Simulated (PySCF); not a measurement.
**BLYP/6-31G(d) (spherical functions) run of NBrO (nitrosyl bromide)**

What is the vertical singlet–triplet gap of NBrO (nitrosyl bromide) at BLYP/6-31G* (spherical functions)? The job is set up through a Python script.

The calculation is run with PySCF 2.14.0.

### 1 The structure to begin with

NBrO has 3 atoms, charge 0, and is taken as a singlet. As SMILES, `O=NBr`. The shape is that of a PBE0-D4/def2-TZVP optimisation.

Bond lengths: O1–N2 1.126 Å, N2–Br3 2.117 Å. Angles: O1–N2–Br3 114.9°.

### 2 A single-point energy at BLYP/6-31G(d) (spherical functions)

The input, input.py:

```python
from pyscf import gto, dft

mol = gto.M(
    atom='''
O    0.941780  -0.646800   0.448530
N   -0.044940  -0.636480  -0.092930
Br  -0.896840   1.283280  -0.355590
''',
    max_memory=1860,
    spin=0,
    basis='6-31g*',
    verbose=3,
    charge=0,
)

myscf = dft.RKS(mol)
myscf.xc = 'blyp'
myscf.grids.level = 2
myscf.conv_tol = 1e-10
myscf.kernel()
if not myscf.converged:
    myscf = myscf.newton().run(myscf.mo_coeff, myscf.mo_occ)

etot = myscf.e_tot
print('Final energy', etot)
```

On the command line:

```console
$ OMP_NUM_THREADS=1 python input.py
```

Log:

```text
converged SCF energy = -2703.76729951613
Final energy -2703.76729951613
```

Wall time 4.5 s (1 thread of Arm Neoverse N1, shared host); peak memory 0.2 GiB.

### 3 The triplet

The input, input.py:

```python
from pyscf import gto, dft

mol = gto.M(
    atom='''
O      1.779706    -1.222275     0.847599
N     -0.084924    -1.202773    -0.175612
Br    -1.694782     2.425048    -0.671968
''',
    unit='bohr',
    spin=2,
    basis='6-31g*',
    verbose=3,
    max_memory=1860,
    charge=0,
)

mf = dft.UKS(mol, xc='blyp')
mf.grids.level = 2
mf.conv_tol = 1e-10
mf.kernel()
if not mf.converged:
    mf = mf.newton().run(mf.mo_coeff, mf.mo_occ)

energy = mf.e_tot
print('Final energy', energy)
```

On the command line:

```console
$ OMP_NUM_THREADS=1 python input.py
```

Log:

```text
WARN: HOMO -0.127328865058265 >= LUMO -0.259302562550744

WARN: HOMO -0.108915130056455 >= LUMO -0.233921859987257

WARN: HOMO -0.150803384676291 >= LUMO -0.227649011345646

WARN: HOMO -0.146546363287586 >= LUMO -0.233412298188078

WARN: HOMO -0.157288342268001 >= LUMO -0.233309255360917

WARN: HOMO -0.152005076717914 >= LUMO -0.232535384302585

WARN: HOMO -0.152013821028611 >= LUMO -0.232039346261868

WARN: HOMO -0.152191950762409 >= LUMO -0.232186403123437

WARN: HOMO -0.152159016606992 >= LUMO -0.232117515180155

WARN: HOMO -0.152156312283514 >= LUMO -0.232117253330014

WARN: HOMO -0.152156689440424 >= LUMO -0.23212017374598

WARN: HOMO -0.152157505123595 >= LUMO -0.232120083684959

WARN: HOMO -0.152157506139015 >= LUMO -0.23212028131992

WARN: HOMO -0.152157077834392 >= LUMO -0.232120328866359

converged SCF energy = -2703.69034411502  <S^2> = 2.0032144  2S+1 = 3.0021422
Final energy -2703.690344115025
```

It took 6.6 s on 1 thread of Arm Neoverse N1, shared host; peak memory 0.21 GiB.

### 4 What came out

Level: BLYP/6-31G* (spherical functions).

```
                                        quantity           value
                           singlet: total energy  -2703.76730 Eh
                          singlet: dipole moment          1.87 D
                            singlet: HOMO energy        -6.59 eV
                            singlet: LUMO energy        -4.48 eV
                          singlet: HOMO–LUMO gap         2.11 eV
                           triplet: total energy  -2703.69034 Eh
                          triplet: dipole moment          0.12 D
     triplet: HOMO energy (highest over α and β)        -4.14 eV
                                   triplet: ⟨S²⟩           2.003
vertical energy of the triplet above the singlet        2.094 eV
```

**Reading.** At this shape the triplet lies 2.09 eV (48 kcal/mol) above the singlet. Mulliken charges (singlet) run from -0.12 on Br3 to +0.13 on N2; they depend strongly on the basis.
